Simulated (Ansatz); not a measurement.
# GeO (singlet): trial inputs and their diagnosis at distance Ge1–O2 = 2.241 Å

4 inputs are run for GeO (singlet) as typed; the log has to tell whether the result can be used and what must change.

Program: Ansatz 0.2.0, Gaussian basis. Level of theory: the settings change from run to run. These are calculated values, not measurements.

20 further runs of the same task are left out: 1 for a known fault of the program, 14 that didn't finish, 5 set aside as unsound or not needed.

## 1. The system

The geometry derives from a PBE0/def2-TZVP stationary point (not a proven minimum). One bond is set to the value named and the two fragments are kept rigid. No spin-orbit coupling is included. The filled d shell of Ge may be among the frozen orbitals whatever the setting's name suggests; the logs give the count.

2 atoms, charge 0, spin multiplicity 1.

Atoms are counted from 1 here; the program's logs count them from 0.

Bond lengths: Ge1–O2 2.241 Å.

## 2. Try 1

The input, in.yaml:

```yaml
crystal:
  periodic: [false, false, false]
  atoms:
    - {symbol: Ge, position_ang: [0.000000, 0.000000, 0.000000]}
    - {symbol: O, position_ang: [0.000000, 0.000000, 2.241000]}
basis:
  gaussian: {orbitals: aug-cc-pVDZ}
magnetization: {spin_polarized: true, initial_magnetization: 0}
correlation: {method: ccsd, electrons: valence}
scf: {lower_state_search: light}
frozen_core: true
```

Started as:

```
> ansatz run in.yaml --threads 1 --pin off --events-out ev --progress --plain --max-ram 2393MiB
```

The log of the run:

```text
Error: YAML parse error: error: line 11 column 1: unknown field `frozen_core`, expected one of crystal, accuracy, basis, kpoints, hamiltonian, magnetization, projection, total_charge, correlation, batch, efield, external_charges, scf, relax, neb, saddle, md, ramp, phonons, dielectric, real_time, elastic, magnetic_configurations, gw, evaluate, workflow, output, checkpoint, execution
  --> <input>:11:1
   |
 9 | correlation: {method: ccsd, electrons: valence}
10 | scf: {lower_state_search: light}
11 | frozen_core: true
   | ^ unknown field `frozen_core`, expected one of crystal, accuracy, basis, kpoints, hamiltonian, magnetization, projection, total_charge, correlation, batch, efield, external_charges, scf, relax, neb, saddle, md, ramp, phonons, dielectric, real_time, elastic, magnetic_configurations, gw, evaluate, workflow, output, checkpoint, execution
```

Wall time 0.03 s (1 thread of Intel Xeon 6975P-C, shared host).

**Diagnosis.** The run was refused. The input holds a key that the program doesn't read here. Cure: remove it or spell it as the reference does.

## 3. Try 2

The input, in.yaml:

```yaml
crystal:
  periodic: [false, false, false]
  atoms:
    - {symbol: Ge, position_ang: [0.000000, 0.000000, 0.000000]}
    - {symbol: O, position_ang: [0.000000, 0.000000, 2.241000]}
basis:
  gaussian: {orbitals: "6-31G*"}
correlation: {active_space: {window: {electrons: 2, orbitals: 2}}}
magnetization: {spin_polarized: true, initial_magnetization: 0}
```

The command is unchanged.

The log of the run:

```text
Error: invalid value for `correlation.active_space`: it starts from restricted Hartree–Fock orbitals; set hamiltonian.xc: hf without magnetization.spin_polarized
```

Run time: 0.03 s. Hardware: 1 thread of Intel Xeon 6975P-C, shared host.

Diagnosis: The run was refused. An active space is asked on unrestricted orbitals. Cure: drop spin_polarized: true.

## 4. Try 3

The input, in.yaml:

```yaml
crystal:
  periodic: [false, false, false]
  atoms:
    - {symbol: Ge, position_ang: [0.000000, 0.000000, 0.000000]}
    - {symbol: O, position_ang: [0.000000, 0.000000, 2.241000]}
basis:
  gaussian: {orbitals: def2-SVP, point_charges: [{charge: -0.50, position_ang: [3.302, -0.059, 0.265]}]}
magnetization: {spin_polarized: false}
correlation: {method: ccsd_t, frozen_orbitals: {Ge: 0}}
```

The command is unchanged.

The log of the run:

```text
Functional definition: HF
  name "HF"
  cite "Fock, Z. Phys. 61, 126 (1930) doi:10.1007/BF01340294"
  parent pbe
  exchange = exact_x
  correlation = 0
Error: "frozen_orbitals" has no count for O
```

It took 0.06 s on 1 thread of Intel Xeon 6975P-C, shared host.

What is wrong: The run was refused. The frozen-orbital counts are incomplete or too large. Fix: leave frozen_orbitals out, or give each element a count that its core has.

## 5. Try 4

The input, in.yaml:

```yaml
crystal:
  periodic: [false, false, false]
  atoms:
    - {symbol: Ge, position_ang: [0.000000, 0.000000, 0.000000]}
    - {symbol: O, position_ang: [0.000000, 0.000000, 2.241000]}
basis:
  gaussian: {orbitals: def2-SVP}
correlation: {active_space: {window: {electrons: 2, orbitals: 2}, states: [{multiplicity: 1, weights: [-1, 1]}]}}
accuracy: high
scf: {lower_state_search: off}
```

The command is unchanged.

The log of the run:

```text
Error: set 0 asks for 2 states and needs as many positive weights; it has [-1.0, 1.0]
```

Run time: 0.03 s. Hardware: 1 thread of Intel Xeon 6975P-C, shared host.

**Diagnosis.** The run was refused. The list of states asked for (weights, spin or count) can't be met. To mend it, mend what the message names.

## 6. How the runs ended

| try | level | ended | cause | time |
| --- | --- | --- | --- | --- |
| 1 | CCSD on UHF/aug-cc-pVDZ | refused | the input holds a key that the program doesn't read here | 0.03 s |
| 2 | CASSCF(2,2)/6-31G* | refused | an active space is asked on unrestricted orbitals | 0.03 s |
| 3 | CCSD(T) on RHF/def2-SVP | refused | the frozen-orbital counts are incomplete or too large | 0.06 s |
| 4 | CASSCF(2,2)/def2-SVP | refused | the list of states asked for (weights, spin or count) can't be met | 0.03 s |

4 refused.
